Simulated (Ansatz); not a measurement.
**CH5AlBCl: a ladder of functionals and wavefunction methods**

An exercise on one series of results from a longer session: the logs are not shown, and one member is left open.

Method: functionals in def2-TZVPP, the program's frozen cores in correlated methods; program: Ansatz 0.2.0, Gaussian basis.

Plan: LDA (SPW92), PBE-D4, revPBE-D4, BLYP-D4, r2SCAN-D4, B97M-V, PBE0-D4, B3LYP-D4, r2SCANh-D4, r2SCAN0-D4, HSE06-D4, BHLYP-D4, CAM-B3LYP-D4, LC-ωPBE, ωB97X-V, ωB97M-V, B2PLYP, PBE-QIDH; CCSD(T)/def2-SVP; CCSD(T)/def2-TZVPP; MP2/def2-QZVPP; extrapolation to the limit; RPA on PBE.

## The geometry

An earlier PBE0-D4 in a triple-zeta def2 set relaxation fixed the geometry.

SMILES `[AlH2][BH]CCl`, 9 atoms, charge 0, spin multiplicity 1.

Atoms are counted from 1 here; the program's logs count them from 0.

Bond lengths: Al1–B2 2.119 Å, Al1–H5 1.595 Å, Al1–H6 1.597 Å, B2–C3 1.566 Å, B2–H7 1.201 Å, C3–Cl4 1.824 Å, C3–H8 1.087 Å, C3–H9 1.086 Å. Angles: B2–Al1–H5 123.2°, B2–Al1–H6 120.2°, H5–Al1–H6 116.6°, Al1–B2–C3 126.0°, Al1–B2–H7 120.0°, C3–B2–H7 113.9°, B2–C3–Cl4 79.7°, B2–C3–H8 120.4°, B2–C3–H9 122.0°, Cl4–C3–H8 107.5°, Cl4–C3–H9 107.1°, H8–C3–H9 112.2°.

The first run:

The input, in.yaml:

```yaml
crystal:
  periodic: [false, false, false]
  atoms:
    - {symbol: Al, position_ang: [-0.578628, 1.700319, -0.363978]}
    - {symbol: B, position_ang: [-0.312112, -0.213431, 0.505338]}
    - {symbol: C, position_ang: [0.887811, -1.185568, 0.243605]}
    - {symbol: Cl, position_ang: [-0.303071, -1.795692, -0.995780]}
    - {symbol: H, position_ang: [-1.140598, 1.919185, -1.840053]}
    - {symbol: H, position_ang: [-0.240750, 3.017121, 0.474519]}
    - {symbol: H, position_ang: [-1.093518, -0.614882, 1.324531]}
    - {symbol: H, position_ang: [1.093009, -2.002468, 0.931004]}
    - {symbol: H, position_ang: [1.776357, -0.870884, -0.296287]}
basis:
  gaussian: {orbitals: def2-TZVPP}
hamiltonian: {xc: lda}
output: {orbitals: {seedname: orbitals}}
```

Launch:

```bash
ansatz run in.yaml --threads 2 --pin off --events-out ev --progress --plain --max-ram 4352MiB
```

Steps of the session up to this table: LDA; PBE-D4 (GGA); revPBE-D4 (GGA); BLYP-D4 (GGA); r2SCAN-D4 (meta-GGA); B97M-V (meta-GGA); PBE0-D4 (hybrid); B3LYP-D4 (hybrid); r2SCANh-D4 (hybrid); r2SCAN0-D4 (hybrid); HSE06-D4 (hybrid); BHLYP-D4 (hybrid); CAM-B3LYP-D4 (range-separated); LC-ωPBE (range-separated); ωB97X-V (range-separated); ωB97M-V (range-separated); B2PLYP (double hybrid); PBE-QIDH (double hybrid).

One table of the session follows, with a row left open; its other results are not shown here.

It belongs to the step «Frontier levels by functional». 

| functional | HOMO (eV) | LUMO (eV) | gap (eV) |
| --- | --- | --- | --- |
| LDA (SPW92) | -6.03 | -2.53 | 3.50 |
| PBE-D4 | -5.95 | -2.30 | 3.66 |
| revPBE-D4 | -5.92 | -2.19 | 3.73 |
| BLYP-D4 | -5.85 | -2.18 | 3.67 |
| r2SCAN-D4 | -6.21 | -2.01 | 4.20 |
| B97M-V | -6.26 | -2.22 | 4.05 |
| PBE0-D4 | -7.13 | -1.52 | 5.61 |
| B3LYP-D4 | -6.95 | -1.73 | 5.22 |
| r2SCANh-D4 | -6.64 | -1.74 | 4.90 |
| r2SCAN0-D4 | -7.29 | -1.36 | 5.93 |
| HSE06-D4 | -6.73 | -1.89 | 4.84 |
| BHLYP-D4 | -8.25 | -0.77 | 7.48 |
| CAM-B3LYP-D4 | -8.49 | -0.60 | 7.88 |
| LC-ωPBE | -9.82 | 0.50 | 10.32 |
| ωB97X-V | ? | ? | ? |
| ωB97M-V | -9.26 | 0.07 | 9.33 |

Q: Estimate the row for ωB97X-V from the others.

The run gave: HOMO (eV): -9.48; LUMO (eV): 0.36; gap (eV): 9.85. In the column «HOMO (eV)» it lies between LC-ωPBE (-9.82) and ωB97M-V (-9.26).
